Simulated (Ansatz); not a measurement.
**CH₄BNO: up Jacob's ladder to CCSD(T)**

One table from this session's results is given with a row withheld; the runs are named, their logs left out.

The runs use Ansatz 0.2.0, Gaussian basis; functionals in def2-TZVPP, the program's frozen cores in correlated methods.

The runs, in order: LDA (SPW92), PBE-D4, revPBE-D4, BLYP-D4, r2SCAN-D4, B97M-V, PBE0-D4, B3LYP-D4, r2SCANh-D4, r2SCAN0-D4, HSE06-D4, BHLYP-D4, CAM-B3LYP-D4, LC-ωPBE, ωB97X-V, ωB97M-V, B2PLYP, PBE-QIDH; CCSD(T)/def2-SVP; CCSD(T)/def2-TZVPP; MP2/def2-QZVPP; extrapolation to the limit; RPA on PBE.

### The relaxed structure

All runs share one geometry, relaxed beforehand with PBE0-D4 in a triple-zeta def2 set.

SMILES `B1NCO1`, 8 atoms, charge 0, spin multiplicity 1.

Atoms are counted from 1 here; the program's logs count them from 0.

Bond lengths: B1–N2 1.407 Å, B1–O4 1.398 Å, B1–H5 1.188 Å, N2–C3 1.446 Å, N2–H6 1.000 Å, C3–O4 1.433 Å, C3–H7 1.095 Å, C3–H8 1.095 Å. Angles: N2–B1–O4 94.9°, N2–B1–H5 136.3°, O4–B1–H5 128.8°, B1–N2–C3 86.3°, B1–N2–H6 144.1°, C3–N2–H6 129.6°, N2–C3–O4 91.7°, N2–C3–H7 115.2°, N2–C3–H8 115.2°, O4–C3–H7 111.3°, O4–C3–H8 111.3°, H7–C3–H8 110.7°, B1–O4–C3 87.1°.

Geometry (Å):

```xyz
8
CH4BNO
B    -0.5377    0.6818   -0.7180
N    -0.0059    0.5702    0.5797
C     0.3998   -0.7639    0.1965
O    -0.1557   -0.6037   -1.1144
H    -1.1141    1.5129   -1.3421
H     0.1178    1.0491    1.4490
H    -0.0932   -1.5756    0.7408
H     1.4813   -0.9277    0.1527
```

The first run:

Input file in.yaml:

```yaml
crystal:
  periodic: [false, false, false]
  atoms:
    - {symbol: B, position_ang: [-0.537680, 0.681787, -0.717999]}
    - {symbol: N, position_ang: [-0.005943, 0.570207, 0.579730]}
    - {symbol: C, position_ang: [0.399850, -0.763919, 0.196457]}
    - {symbol: O, position_ang: [-0.155680, -0.603671, -1.114450]}
    - {symbol: H, position_ang: [-1.114084, 1.512858, -1.342060]}
    - {symbol: H, position_ang: [0.117805, 1.049084, 1.448959]}
    - {symbol: H, position_ang: [-0.093240, -1.575607, 0.740752]}
    - {symbol: H, position_ang: [1.481272, -0.927738, 0.152709]}
basis:
  gaussian: {orbitals: def2-TZVPP}
hamiltonian: {xc: lda}
output: {orbitals: {seedname: orbitals}}
```

Launch:

```bash
$ ansatz run in.yaml --threads 2 --pin off --events-out ev --progress --plain --max-ram 4352MiB
```

Steps of the session up to this table: LDA; PBE-D4 (GGA); revPBE-D4 (GGA); BLYP-D4 (GGA); r2SCAN-D4 (meta-GGA); B97M-V (meta-GGA); PBE0-D4 (hybrid); B3LYP-D4 (hybrid); r2SCANh-D4 (hybrid); r2SCAN0-D4 (hybrid); HSE06-D4 (hybrid); BHLYP-D4 (hybrid); CAM-B3LYP-D4 (range-separated); LC-ωPBE (range-separated); ωB97X-V (range-separated); ωB97M-V (range-separated); B2PLYP (double hybrid); PBE-QIDH (double hybrid).

One of the session's tables, all rows but one given; the rest of the session is left out.

It belongs to the step «Orbital energies across the functionals». 

| functional | HOMO (eV) | LUMO (eV) | gap (eV) |
| --- | --- | --- | --- |
| LDA (SPW92) | -6.48 | -0.31 | 6.17 |
| PBE-D4 | -6.29 | -0.10 | 6.19 |
| revPBE-D4 | ? | ? | ? |
| BLYP-D4 | -6.16 | -0.02 | 6.14 |
| r2SCAN-D4 | -6.56 | 0.30 | 6.86 |
| B97M-V | -6.66 | 0.15 | 6.80 |
| PBE0-D4 | -7.72 | 0.81 | 8.53 |
| B3LYP-D4 | -7.47 | 0.54 | 8.01 |
| r2SCANh-D4 | -7.10 | 0.62 | 7.72 |
| r2SCAN0-D4 | -7.91 | 1.08 | 8.99 |
| HSE06-D4 | -7.31 | 0.44 | 7.74 |
| BHLYP-D4 | -9.04 | 1.63 | 10.68 |
| CAM-B3LYP-D4 | -9.16 | 1.75 | 10.91 |
| LC-ωPBE | -10.57 | 2.94 | 13.51 |
| ωB97X-V | -10.18 | 2.82 | 13.00 |
| ωB97M-V | -10.10 | 2.34 | 12.44 |

Q: Estimate the row for revPBE-D4 from the others.

**Answer.** HOMO (eV): -6.22; LUMO (eV): -0.02; gap (eV): 6.20. In the column «HOMO (eV)» it lies between PBE-D4 (-6.29) and BLYP-D4 (-6.16).
